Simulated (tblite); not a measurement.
# C7H4ClF11: the cost of one run

Computed with tblite 0.8.0 (tight binding) and PySCF 2.14.0 (DFT, with response routines of our own); each step states its level. Atoms count from 0 throughout.

### Step 1. The molecule as given

23 atoms, charge 0, multiplicity 1; geometry from: MMFF94s geometry. This is the first candidate.

Bonds of the start (Å): C11–Cl14 1.78, C11–F12 1.36, C11–F13 1.36, C15–F16 1.34, C15–F17 1.35, C15–F18 1.36, C1–C3 1.52, C1–F2 1.35, C1–H19 1.09, C3–C15 1.52, C3–C5 1.52, C3–F4 1.39, C5–C7 1.54, C5–F6 1.37, C5–H20 1.10, C7–C8 1.53, C7–H21 1.10, C7–H22 1.10, C8–C11 1.53, C8–F10 1.37, C8–F9 1.35, F0–C1 1.34.

### Step 2. GFN2-xTB relaxation, isomer A, conformer 1

What the job is given:

```
{"job": {"xc": "GFN2-xTB", "basis": "xTB", "kind": "relax"}, "charge": 0, "multiplicity": 1}
F     -2.814500     0.129700    -1.682300
C     -2.626700    -0.902500    -0.844200
F     -3.816000    -1.191200    -0.272600
C     -1.600400    -0.541900     0.212100
F     -1.381400    -1.649500     1.018700
C     -0.287300    -0.182500    -0.468600
F      0.002900    -1.186400    -1.353100
C      0.929600    -0.066600     0.473400
C      2.180300     0.348100    -0.295100
F      2.422500    -0.544300    -1.283900
F      1.906800     1.537900    -0.912600
C      3.391200     0.480300     0.631300
F      3.631500    -0.698900     1.268100
F      3.135000     1.381100     1.616800
Cl     4.858800     1.000400    -0.229800
C     -2.143500     0.590600     1.064100
F     -3.321600     0.308700     1.639600
F     -1.287300     0.904700     2.054300
F     -2.303900     1.717100     0.324800
H     -2.320300    -1.780900    -1.413100
H     -0.401400     0.740500    -1.052100
H      1.100400    -1.041900     0.941500
H      0.740600     0.674700     1.264200
```

Run with:

```
$ OMP_NUM_THREADS=1 python ens_run.py task.json out
```

The driver reads the study from task.json and runs its stages one after another.

Q: Estimate the wall time of this first job on 1 thread of Arm Neoverse V1, shared host.

About 2.7 s.
